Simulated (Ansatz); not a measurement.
# GaNH+ (quintet): wave-function methods side by side, cc-pVDZ

The task here is to estimate one member of a computed series from the others.

The runs use Ansatz 0.2.0, Gaussian basis; cc-pVDZ, core rule «outside noble gas», up to 15 orbitals frozen.

To be run: UHF; CCSD(T) on ROHF; CCSD(T) on UHF; BCCD(T) on ROHF; CISD as a restricted active space (open shells left free, so some higher excitations enter); CCSDT(Q) on ROHF; CCSDT(Q) on UHF.

24 further runs of the same task are left out: 6 for a known fault of the program, 6 that didn't finish, 12 set aside as unsound or not needed. Runs told in other sessions of the task aren't counted.

## What is computed

The geometry is a PBE0/def2-TZVP stationary point (not a proven minimum) of the parent state, kept for this charge and spin. No spin-orbit coupling is included. The filled d shell of Ga may be among the frozen orbitals whatever the setting's name suggests.

3 atoms, charge 1, spin multiplicity 5.

Atoms are counted from 1 here; the program's logs count them from 0.

Bond lengths: N1–Ga2 1.985 Å, Ga2–H3 1.616 Å. Angles: N1–Ga2–H3 112.7°.

Set-up of the first run:

The input, in.yaml:

```yaml
crystal:
  periodic: [false, false, false]
  atoms:
    - {symbol: N, position_ang: [0.000000, 0.093904, 1.661900]}
    - {symbol: Ga, position_ang: [0.000000, -0.039184, -0.318801]}
    - {symbol: H, position_ang: [0.000000, 1.405604, -1.041722]}
basis:
  gaussian: {orbitals: cc-pVDZ}
total_charge: 1
magnetization: {spin_polarized: true, initial_magnetization: 4}
hamiltonian: {xc: hf}
output: {orbitals: {seedname: orbitals}}
```

Started as:

```bash
$ ansatz run in.yaml --threads 1 --pin off --events-out ev --progress --plain --max-ram 2393MiB
```

Steps of the session up to this table: UHF; CCSD(T) on ROHF; CCSD(T) on UHF; BCCD(T) on ROHF; CISD as a restricted active space (open shells left free, so some higher excitations enter); CCSDT(Q) on ROHF; CCSDT(Q) on UHF.

One of the session's tables, all rows but one given; the rest of the session is left out.

It belongs to the step «Misses and costs». 

| method | from UCCSDT(Q) (meV) |
| --- | --- |
| ROHF | +3943.4 |
| UHF | +3704.8 |
| RMP2 | +976.9 |
| UMP2 | +893.4 |
| RCCSD | +105.2 |
| UCCSD | +83.8 |
| RCCSD(T) | ? |
| UCCSD(T) | +21.7 |
| BCCD(T) | +33.6 |
| RCCSDT | +14.7 |
| UCCSDT | +2.4 |
| RCCSDT(Q) | +12.3 |
| UCCSDT(Q) | 0 |

Estimate the missing values for RCCSD(T).

The run gave: from UCCSDT(Q) (meV): +35.9. In the column «from UCCSDT(Q) (meV)» it lies between BCCD(T) (+33.6) and UCCSD (+83.8).

Not comparable, so not listed: CISD as a restricted active space (open shells left free, so some higher excitations enter) (they don't share determinant, frozen orbitals or solution with the rows shown, or repeat one).

Limits of these values: Restricted and unrestricted rows rest on different reference determinants; a gap between their highest levels can come from leftover correlation error, from unlike frozen cores or from another state.
